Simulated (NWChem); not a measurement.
# One shape, several levels: B2NH4Cl (SMILES BNBCl)

We compute a comparison of 3 runs (HF/STO-3G, HF/3-21G, B3LYP/6-31G*) of B2NH4Cl. 

The calculation is run with NWChem 7.3.0.

**1. The molecule**

B2NH4Cl: 8 atoms, total charge 0, spin state singlet. SMILES: `BNBCl`. Geometry: relaxed at GFN2-xTB. This is one conformer, not always the lowest.

Bond lengths: B1–N2 1.414 Å, N2–B3 1.417 Å, B3–Cl4 1.701 Å, B1–H5 1.167 Å, B1–H6 1.170 Å, N2–H7 1.011 Å, B3–H8 1.174 Å. Angles: B1–N2–B3 130.6°, N2–B3–Cl4 121.0°, B1–N2–H7 115.4°, B3–N2–H7 114.0°, N2–B1–H5 119.6°, N2–B1–H6 118.4°, N2–B3–H8 120.2°, Cl4–B3–H8 118.8°, H5–B1–H6 122.0°.

**2. Energy and forces at HF/STO-3G (run 1)**

run.xyz reads:

```xyz
8

B      0.119760     1.186110    -0.529060
N     -0.027290     0.190150     0.463460
B     -0.107510    -1.219800     0.350540
Cl    -0.030010    -1.983590    -1.167180
H      0.193210     0.874390    -1.651160
H      0.164800     2.305620    -0.191760
H     -0.084540     0.530670     1.413790
H     -0.228410    -1.883540     1.311370
```

run.nw reads:

```
start run
memory total 2200 mb

geometry units angstrom noautosym nocenter noautoz
   load run.xyz
end

basis spherical bse
   * library STO-3G
end

scf
   thresh 1e-08
   maxiter 80
end

task scf gradient
```

Started as:

```sh
nwchem run.nw > run.out
```

What it wrote:

```text
[...]
  functions       =    28
[...]
  wavefunction    = RHF
[...]
         Total SCF energy =   -559.513572529504
      One-electron energy =  -1024.910528103034
      Two-electron energy =    337.819518498713
 Nuclear repulsion energy =    127.577437074817
        Time for solution =      1.2s
[...]
                         RHF ENERGY GRADIENTS
    atom               coordinates                        gradient
                 x          y          z           x          y          z
   1 B       0.226314   2.241423  -0.999778   -0.000697  -0.002457   0.005571
   2 N      -0.051571   0.359331   0.875812    0.000081   0.006264   0.004183
   3 B      -0.203164  -2.305088   0.662425    0.002548  -0.024987  -0.050941
   4 Cl     -0.056711  -3.748442  -2.205650   -0.002369   0.027767   0.050057
   5 H       0.365114   1.652358  -3.120240    0.000250  -0.003004  -0.005103
   6 H       0.311427   4.356990  -0.362374    0.000191   0.005931   0.002901
   7 H      -0.159757   1.002821   2.671676    0.000823  -0.003630  -0.012850
   8 H      -0.431632  -3.559374   2.478130   -0.000828  -0.005884   0.006183
[...]
```

Wall time 2.8 s (1 thread of Intel Xeon Platinum 8488C (Sapphire Rapids), shared host); peak memory 0.096 GiB.

**3. Energy and forces at HF/3-21G (run 2)**

b2clh4n.nw reads:

```
echo
start b2clh4n
title "B2ClH4N gradient"
memory total 2200 mb

geometry units angstroms noautosym nocenter noautoz
  B        0.119760       1.186110      -0.529060
  N       -0.027290       0.190150       0.463460
  B       -0.107510      -1.219800       0.350540
  Cl      -0.030010      -1.983590      -1.167180
  H        0.193210       0.874390      -1.651160
  H        0.164800       2.305620      -0.191760
  H       -0.084540       0.530670       1.413790
  H       -0.228410      -1.883540       1.311370
end

basis spherical bse
  * library 3-21G
end

scf
  thresh 1e-08
  maxiter 80
  print low
end

task scf gradient
```

Started as:

```sh
nwchem b2clh4n.nw > b2clh4n.out
```

What it wrote:

```text
[...]
  functions       =    48
[...]
  wavefunction    = RHF
[...]
         Total SCF energy =   -562.956634266004
      One-electron energy =  -1027.839329292457
      Two-electron energy =    337.305257951635
 Nuclear repulsion energy =    127.577437074817
        Time for solution =      1.4s
[...]
                         RHF ENERGY GRADIENTS
    atom               coordinates                        gradient
                 x          y          z           x          y          z
   1 B       0.226314   2.241423  -0.999778   -0.001340  -0.006588   0.010364
   2 N      -0.051571   0.359331   0.875812    0.002230   0.000873  -0.025855
   3 B      -0.203164  -2.305088   0.662425    0.002153  -0.017441  -0.040127
   4 Cl     -0.056711  -3.748442  -2.205650   -0.002141   0.028321   0.047722
   5 H       0.365114   1.652358  -3.120240   -0.000711   0.000216   0.008895
   6 H       0.311427   4.356990  -0.362374   -0.000423  -0.009304  -0.001706
   7 H      -0.159757   1.002821   2.671676   -0.000120   0.002132   0.003038
   8 H      -0.431632  -3.559374   2.478130    0.000352   0.001792  -0.002331
 Task  times  cpu:        2.0s     wall:        2.0s
 Total times  cpu:        2.0s     wall:        2.0s
```

Run time: 3.3 s. Hardware: 1 thread of Intel Xeon Platinum 8488C (Sapphire Rapids), shared host; peak memory 0.094 GiB.

**4. Energy and gradient at B3LYP/6-31G(d) (Cartesian functions) (run 3)**

b2clh4n.nw reads:

```
start b2clh4n
title "B2ClH4N gradient"
memory total 2200 mb

geometry units au noautosym nocenter noautoz
  B      0.22631360     2.24142305    -0.99977850
  N     -0.05157063     0.35933142     0.87581247
  B     -0.20316446    -2.30508793     0.66242460
  Cl    -0.05671068    -3.74844184    -2.20565054
  H      0.36511398     1.65235763    -3.12024019
  H      0.31142687     4.35699035    -0.36237388
  H     -0.15975745     1.00282096     2.67167590
  H     -0.43163234    -3.55937474     2.47813015
end

basis cartesian
  B library 6-31G*
  N library 6-31G*
  Cl library 6-31G*
  H library 6-31G*
end

dft
  xc b3lyp
  grid xfine
  convergence energy 1e-08
  maxiter 100
  mulliken
end

task dft gradient
```

Started as:

```sh
nwchem b2clh4n.nw > b2clh4n.out
```

What it wrote:

```text
[...]
          Wavefunction type:  closed shell.
          No. of atoms     :     8
          No. of electrons :    38
[...]
          Charge           :     0
          Spin multiplicity:     1
[...]
          AO basis - number of functions:    72
[...]
              XC Information
              --------------
                         B3LYP Method XC Potential
                     Hartree-Fock (Exact) Exchange  0.200
                        Slater Exchange Functional  0.800 local
                    Becke 1988 Exchange Functional  0.720 non-local
              Lee-Yang-Parr Correlation Functional  0.810
                  VWN I RPA Correlation Functional  0.190 local
[...]
 d= 0,ls=0.0,diis     1   -567.1007117974 -6.95D+02  1.17D-02  5.67D-01     3.2
[...]
 d= 0,ls=0.0,diis     8   -567.1598239536 -8.35D-09  5.42D-06  2.79D-07    20.9
         Total DFT energy =     -567.159823953606
      One electron energy =    -1031.674797473566
           Coulomb energy =      381.829621737442
    Exchange-Corr. energy =      -44.892076118096
 Nuclear repulsion energy =      127.577427900614
[...]
      Total Density - Mulliken Population Analysis
     ---------------------------------------------
    Atom       Charge   Shell Charges
 -----------   ------   -------------------------------------------------------
    1 B    5     4.90   1.99  0.57  1.47  0.40  0.39  0.08
    2 N    7     7.46   1.99  0.78  2.56  0.76  1.36  0.00
    3 B    5     4.83   1.99  0.58  1.48  0.31  0.37  0.10
    4 Cl  17    17.12   2.00  1.99  5.97  1.45  3.66  0.55  1.52 -0.02
    5 H    1     1.01   0.53  0.47
    6 H    1     1.03   0.53  0.50
    7 H    1     0.67   0.51  0.16
    8 H    1     0.99   0.53  0.46
[...]
  wavefunction    = closed shell
                         DFT ENERGY GRADIENTS
    atom               coordinates                        gradient
                 x          y          z           x          y          z
   1 B       0.226314   2.241423  -0.999779    0.000288   0.002797  -0.001836
   2 N      -0.051571   0.359331   0.875812    0.000295  -0.002950  -0.005394
   3 B      -0.203164  -2.305088   0.662425    0.000653  -0.012949  -0.018494
   4 Cl     -0.056711  -3.748442  -2.205651   -0.001294   0.018794   0.030199
   5 H       0.365114   1.652358  -3.120240   -0.000786   0.002718   0.011708
   6 H       0.311427   4.356990  -0.362374   -0.000461  -0.012346  -0.003707
   7 H      -0.159757   1.002821   2.671676    0.000323  -0.000682  -0.004554
   8 H      -0.431632  -3.559375   2.478130    0.000982   0.004619  -0.007923
[...]
```

Run time: 28 s. Hardware: 1 thread of Intel Xeon Platinum 8488C (Sapphire Rapids), shared host; peak memory 0.13 GiB.

**5. The series**

| run | level | Cartesian functions | iteration cap | energy (Eh) | dipole moment (D) | HOMO energy (eV) | LUMO energy (eV) | wall time |
| --- | --- | --- | --- | --- | --- | --- | --- | --- |
| 1 | HF/STO-3G | no | 80 | -559.513573 | 2.63 | -10.54 | 5.90 | 2.8 s |
| 2 | HF/3-21G | no | 80 | -562.956634 | – | – | – | 3.3 s |
| 3 | B3LYP/6-31G* (Cartesian functions) | yes | 100 | -567.159824 | 1.99 | -8.37 | -1.32 | 28 s |

**6. What came out**

```
                       quantity          value
            run 3: total energy  -567.15982 Eh
           run 3: dipole moment         1.99 D
             run 3: HOMO energy       -8.37 eV
             run 3: LUMO energy       -1.32 eV
           run 3: HOMO–LUMO gap        7.05 eV
run 3: largest force on an atom     1.830 eV/Å
```

In words: In run 1 the basis is minimal, so the values are rough. All runs together took 34 s, the longest 28 s.
